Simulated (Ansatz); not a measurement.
# C₃H₁₀SSi: a ladder of functionals and wavefunction methods

Aim: compute C₃H₁₀SSi with functionals from several rungs and with coupled cluster. The yardstick is the atomisation energy at the CCSD(T) limit.

Method: functionals in def2-TZVPP, the program's frozen cores in correlated methods; program: Ansatz 0.2.0, Gaussian basis.

The runs, in order: PBE-D4, r2SCAN-D4, PBE0-D4, B3LYP-D4, ωB97X-V, ωB97M-V, B2PLYP; CCSD(T)/def2-TZVPP; MP2/def2-QZVPP; extrapolation to the limit.

## Step 1: The relaxed structure

An earlier PBE0-D4 in a triple-zeta def2 set relaxation fixed the geometry.

SMILES `CC[SiH2]SC`, 15 atoms, charge 0, spin multiplicity 1.

Atoms are counted from 1 here; the program's logs count them from 0.

Bond lengths: C1–C2 1.524 Å, C1–H6 1.093 Å, C1–H7 1.093 Å, C1–H8 1.093 Å, C2–Si3 1.875 Å, C2–H9 1.097 Å, C2–H10 1.096 Å, Si3–S4 2.131 Å, Si3–H11 1.487 Å, Si3–H12 1.491 Å, S4–C5 1.816 Å, C5–H13 1.090 Å, C5–H14 1.090 Å, C5–H15 1.090 Å. Angles: C2–C1–H6 111.6°, C2–C1–H7 111.3°, C2–C1–H8 111.2°, H6–C1–H7 107.6°, H6–C1–H8 107.9°, H7–C1–H8 107.1°, C1–C2–Si3 113.9°, C1–C2–H9 110.9°, C1–C2–H10 110.7°, Si3–C2–H9 107.0°, Si3–C2–H10 108.3°, H9–C2–H10 105.6°, C2–Si3–S4 112.9°, C2–Si3–H11 110.9°, C2–Si3–H12 109.2°, S4–Si3–H11 104.5°, S4–Si3–H12 109.5°, H11–Si3–H12 109.8° and more.

As a file:

```
C    -1.13112   -0.05453    1.72602
C     0.28360    0.27883    1.26627
Si    0.98238   -0.93157    0.01699
S    -0.21373   -1.09155   -1.74000
C    -0.04633    0.60228   -2.37322
H    -1.50443    0.68081    2.44309
H    -1.17116   -1.03484    2.20792
H    -1.82436   -0.08216    0.88201
H     0.97604    0.29807    2.11655
H     0.32262    1.28377    0.83123
H     1.01159   -2.30994    0.57455
H     2.36259   -0.50964   -0.35742
H     1.00245    0.86656   -2.51188
H    -0.54590    0.62984   -3.34111
H    -0.52604    1.32337   -1.71160
```

## Step 2: PBE-D4 (GGA)

in.yaml

```yaml
crystal:
  periodic: [false, false, false]
  atoms:
    - {symbol: C, position_ang: [-1.131120, -0.054530, 1.726023]}
    - {symbol: C, position_ang: [0.283603, 0.278828, 1.266266]}
    - {symbol: Si, position_ang: [0.982379, -0.931574, 0.016991]}
    - {symbol: S, position_ang: [-0.213731, -1.091550, -1.739996]}
    - {symbol: C, position_ang: [-0.046331, 0.602285, -2.373223]}
    - {symbol: H, position_ang: [-1.504435, 0.680806, 2.443091]}
    - {symbol: H, position_ang: [-1.171158, -1.034841, 2.207925]}
    - {symbol: H, position_ang: [-1.824358, -0.082156, 0.882008]}
    - {symbol: H, position_ang: [0.976040, 0.298066, 2.116552]}
    - {symbol: H, position_ang: [0.322617, 1.283770, 0.831228]}
    - {symbol: H, position_ang: [1.011589, -2.309939, 0.574547]}
    - {symbol: H, position_ang: [2.362591, -0.509644, -0.357422]}
    - {symbol: H, position_ang: [1.002454, 0.866561, -2.511882]}
    - {symbol: H, position_ang: [-0.545904, 0.629844, -3.341111]}
    - {symbol: H, position_ang: [-0.526035, 1.323375, -1.711597]}
basis:
  gaussian: {orbitals: def2-TZVPP}
hamiltonian: {xc: pbe, dispersion: d4}
output: {forces: true, orbitals: {seedname: orbitals}}
```

Run with:

```
> ansatz run in.yaml --threads 2 --pin off --events-out ev --progress --plain --max-ram 22528MiB --backend cuda --devices 0, --max-vram 18GiB
```

After this run come: r2SCAN-D4 (meta-GGA); PBE0-D4 (hybrid); B3LYP-D4 (hybrid); ωB97X-V (range-separated); ωB97M-V (range-separated); B2PLYP (double hybrid); CCSD(T) in def2-TZVPP; MP2 in def2-QZVPP.

**Question.** What will the summary of the whole plan be? Wanted: atomisation energy, CCSD(T)/CBS; farthest; mean size of error, hybrid; mean size of error, range-separated; gap, smallest and largest; T1 diagnostic; triples share of the correlation energy.

As calculated:

| quantity | value |
| --- | --- |
| atomisation energy, CCSD(T)/CBS | 5423.9 kJ/mol |
| functionals within 27.1 kJ/mol (0.5 %) | r2SCAN-D4, PBE0-D4, B3LYP-D4, ωB97X-V, ωB97M-V |
| farthest | B2PLYP (-68.1 kJ/mol) |
| mean size of error, hybrid | 6.6 kJ/mol |
| mean size of error, range-separated | 18.3 kJ/mol |
| gap, smallest and largest | 5.15 eV (PBE-D4), 11.59 eV (ωB97X-V) |
| T1 diagnostic | 0.0100 |
| triples share of the correlation energy | 3.9 % |

In words: PBE-D4 misses by +53.6 kJ/mol. Double hybrids carry the basis error of their MP2 part in triple zeta, and no dispersion term here, so their miss is partly the set-up's. Misses under about 27.1 kJ/mol are within the doubt on the reference itself, which lacks core-valence correlation, relativity and higher excitations. Hartree-Fock recovers 76 % of the binding; the rest is correlation. Orbital gaps span 5.2 to 11.6 eV; exact exchange widens them.
